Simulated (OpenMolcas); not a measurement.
# One shape, several levels: [BF4]− (SMILES F[B-](F)(F)F)

We compute a comparison of 6 runs (HF/3-21G, B2PLYP/aug-cc-pVDZ, PBE/aug-cc-pVDZ, PBE0/aug-cc-pVDZ, r2SCAN/aug-cc-pVDZ, CCSD(T)/aug-cc-pVDZ) of [BF4]−. 

The results are computed with OpenMolcas 26.06.

1 further run of the same task is left out (set aside as unsound or not needed).

## Step 1: The structure to begin with

[BF4]−: 5 atoms, total charge -1, spin state singlet. As SMILES, `F[B-](F)(F)F`. Geometry: relaxed at PBE0-D4/def2-TZVPD.

Bond lengths: F1–B2 1.406 Å, B2–F3 1.406 Å, B2–F4 1.406 Å, B2–F5 1.406 Å. Angles: F1–B2–F3 109.5°, F1–B2–F4 109.5°, F1–B2–F5 109.5°, F3–B2–F4 109.5°, F3–B2–F5 109.5°, F4–B2–F5 109.5°.

## Step 2: Energy and gradient at HF/3-21G (run 1)

File mol.inp:

```
>>> EXPORT MOLCAS_PRINT=2

&GATEWAY
  BasLib = $CurrDir
  Coord
  5
  bohr
  F     -0.10790336    -0.07596699     2.65317548
  B      0.00000000     0.00000000     0.00018897
  F      1.79316112    -1.75933502    -0.86398278
  F     -2.38577923    -0.60301161    -1.00098793
  F      0.70052147     2.43831362    -0.78839374
  Basis = 3-21G
  Group = NoSym

&SEWARD

&SCF
  Charge = -1
  Thresholds = 1e-10 1e-07 1e-07 1e-05
  PrOrbitals = 1 2

&ALASKA
```

The basis set 3-21G is read from a file made from the Basis Set Exchange's data (not shown).

The run is started by

```bash
$ export MOLCAS_MEM=1860
$ pymolcas mol.inp > mol.log
```

Output:

```text
--- Start Module: gateway ---
[...]
--- Stop Module: gateway /rc=_RC_ALL_IS_WELL_ ---
[...]
      Basis functions           45
[...]
--- Start Module: scf ---
[...]
       Convergence after  15 Iterations
[...]
::    Total SCF energy                               -420.4924307933
[...]
      Total spin, S                                     0.0000000000
[...]
      Total electronic charge=   42.000000
      Total            charge=   -1.000000
[...]
      Dipole Moment (debye):
      Origin of the operator (angstrom)=    0.0000    0.0000   -0.0000
                   X=  3.0755E-05               Y= -6.1603E-05               Z=  1.2764E-03           Total=  1.2783E-03
      Center of Charge (angstrom)
[...]
--- Stop Module: scf /rc=_RC_ALL_IS_WELL_ ---
--- Start Module: alaska ---
[...]
 *              Molecular gradients               *
 **************************************************
  Irreducible representation: a
 ------------------------------------------------------------------------------------------
                              X                       Y                       Z
 ------------------------------------------------------------------------------------------
  F1               -1.20056466918483E-04   -9.39779612624259E-05    3.05830970918919E-03
  B2                9.10863715220407E-06   -1.82511658087613E-05    1.59949763068240E-04
  F3                2.13334528467080E-03   -2.09683240607461E-03   -1.03641574171043E-03
  F4               -2.86708277865699E-03   -7.27947812448448E-04   -1.21801440420288E-03
  F5                8.44685323765582E-04    2.93700934560093E-03   -9.63829326357413E-04
 ------------------------------------------------------------------------------------------
--- Stop Module: alaska /rc=_RC_ALL_IS_WELL_ ---
[...]
```

It took 2 s on 1 thread of Arm Neoverse V2, shared host; peak memory 0.38 GiB.

## Step 3: The energy at B2PLYP/aug-cc-pVDZ (run 2)

File coord.xyz:

```xyz
5

F     -0.057100    -0.040200     1.404000
B      0.000000     0.000000     0.000100
F      0.948900    -0.931000    -0.457200
F     -1.262500    -0.319100    -0.529700
F      0.370700     1.290300    -0.417200
```

File run.input:

```
&GATEWAY
BasLib = $CurrDir
Coord = coord.xyz
Basis = aug-cc-pVDZ
Group = NoSym
&SEWARD
GridInput
Grid=UltraFine
End of Grid
&SCF
Charge = -1
KSDFT = B2PLYP_SCF
Thresholds = 1e-10 1e-07 1e-07 1e-05
PrOrbitals = 1
&MBPT2
Frozen = 5
```

The basis set aug-cc-pVDZ is read from a file made from the Basis Set Exchange's data (not shown).

The run is started by

```bash
$ export MOLCAS_MEM=1860
$ pymolcas run.input > run.log
```

Output:

```text
--- Start Module: gateway ---
[...]
--- Stop Module: gateway /rc=_RC_ALL_IS_WELL_ ---
[...]
      Basis functions          115
[...]
--- Start Module: scf ---
[...]
       Convergence after  15 Iterations
[...]
::    Total KS-DFT energy                            -424.0049725323
[...]
      Total spin, S                                     0.0000000000
[...]
      Total electronic charge=   42.000000
      Total            charge=   -1.000000
[...]
      Dipole Moment (debye):
      Origin of the operator (angstrom)=   -0.0000    0.0000   -0.0000
                   X=  6.3066E-05               Y= -1.1904E-04               Z=  1.3558E-03           Total=  1.3625E-03
      Center of Charge (angstrom)
[...]
--- Stop Module: scf /rc=_RC_ALL_IS_WELL_ ---
[...]
--- Start Module: mbpt2 ---
[...]
 ###    WARNING: MP2 implementation intended for RHF references only         ###
 ###############################################################################
MBPT2 WARNING: Reference function according to RunFile:KS-DFT
I'll assume you know what you're doing and continue
WARNING!
Default frozen orbitals as non valence orbitals is overwritten by user input.
Default values:   5
[...]
       Reference weight ( Cref**2 )         =        0.76921
::    Total MBPT2 energy                             -425.0981350289
[...]
      Total MBPT2 calculations                           0.67      0.77
--- Stop Module: mbpt2 /rc=_RC_ALL_IS_WELL_ ---
[...]
```

It took 37 s on 1 thread of Arm Neoverse V2, shared host; peak memory 0.7 GiB.

Runs 3 to 5 aren't shown in full; the table further down has their settings and results.

## Step 4: The energy at CCSD(T)/aug-cc-pVDZ (Cholesky decomposition) (run 6)

File test.inp:

```
&GATEWAY
BASLIB=$CurrDir
COORD
5
angstrom
F       -0.057100      -0.040200       1.404000
B        0.000000       0.000000       0.000100
F        0.948900      -0.931000      -0.457200
F       -1.262500      -0.319100      -0.529700
F        0.370700       1.290300      -0.417200
BASIS=aug-cc-pVDZ
GROUP=NoSym
&SEWARD
HIGH
&SCF
CHARGE=-1
THRESHOLDS=1e-10 1e-07 1e-07 1e-05
PRORBITALS=1 1
&CHCC
FROZEN=5
THRESHOLD=1e-08
MAXITERATIONS=80
&CHT3
FROZEN=5
```

The basis set aug-cc-pVDZ is read from a file made from the Basis Set Exchange's data (not shown).

The run is started by

```bash
$ export MOLCAS_MEM=1860
$ pymolcas test.inp > test.log
```

Output:

```text
--- Start Module: gateway ---
[...]
--- Stop Module: gateway /rc=_RC_ALL_IS_WELL_ ---
[...]
      Basis functions          115
[...]
       Convergence after  14 Iterations
[...]
::    Total SCF energy                               -422.7826793295
[...]
      Total spin, S                                     0.0000000000
[...]
      Total electronic charge=   42.000000
      Total            charge=   -1.000000
[...]
      Dipole Moment (debye):
      Origin of the operator (angstrom)=   -0.0000    0.0000   -0.0000
                   X=  5.9452E-05               Y= -1.1908E-04               Z=  1.4042E-03           Total=  1.4105E-03
      Center of Charge (angstrom)
[...]
--- Start Module: chcc ---
[...]
--- Stop Module: chcc /rc=_RC_ALL_IS_WELL_ ---
[...]
--- Start Module: cht3 ---
[...]
--- Stop Module: cht3 /rc=_RC_ALL_IS_WELL_ ---
[...]
```

Wall time 11 min (1 thread of Arm Neoverse V2, shared host); peak memory 0.34 GiB.

## Step 5: The series

```tsv
run	level	task	frozen core orbitals	energy (Eh)	HOMO energy (eV)	LUMO energy (eV)	HOMO–LUMO gap (eV)	wall time
1	HF/3-21G	gradient	–	-420.492431	-9.20	18.21	27.40	2 s
2	B2PLYP/aug-cc-pVDZ	energy	5	-424.300126	-6.88	4.56	11.44	37 s
3	PBE/aug-cc-pVDZ	gradient	–	-424.167328	-2.65	4.03	6.69	41 s
4	PBE0/aug-cc-pVDZ	gradient	–	-424.172937	-4.75	4.38	9.13	42 s
5	r2SCAN/aug-cc-pVDZ	gradient	–	-424.405030	-3.13	4.48	7.60	58 s
6	CCSD(T)/aug-cc-pVDZ (Cholesky decomposition)	energy	5	-423.726626	-10.36	4.99	15.35	11 min
```

## Step 6: Summary of results

| quantity | value |
| --- | --- |
| run 6: total energy | -423.72663 Eh |
| run 6: HOMO energy (Hartree–Fock orbitals) | -10.36 eV |
| run 6: LUMO energy (Hartree–Fock orbitals) | 4.99 eV |
| run 6: HOMO–LUMO gap (to an unbound level, set by the basis) | 15.35 eV |
| run 6: correlation energy (5 core orbitals frozen) | -943.9 mEh |
| run 6: (T) correction | -21.50 mEh |

In words: Over runs 1, 2, 3, 4, 5 the HOMO–LUMO gap runs from 6.69 eV (PBE/aug-cc-pVDZ) to 27.40 eV (HF/3-21G). The two ends differ in method and basis. The empty levels of an anion lie above zero and hang on the basis. For B2PLYP the log adds the whole second-order term; the table takes 0.27 of it, as the functional is defined. Totals of different functionals can't be ranked against each other. All runs together took 14 min, the longest 11 min.
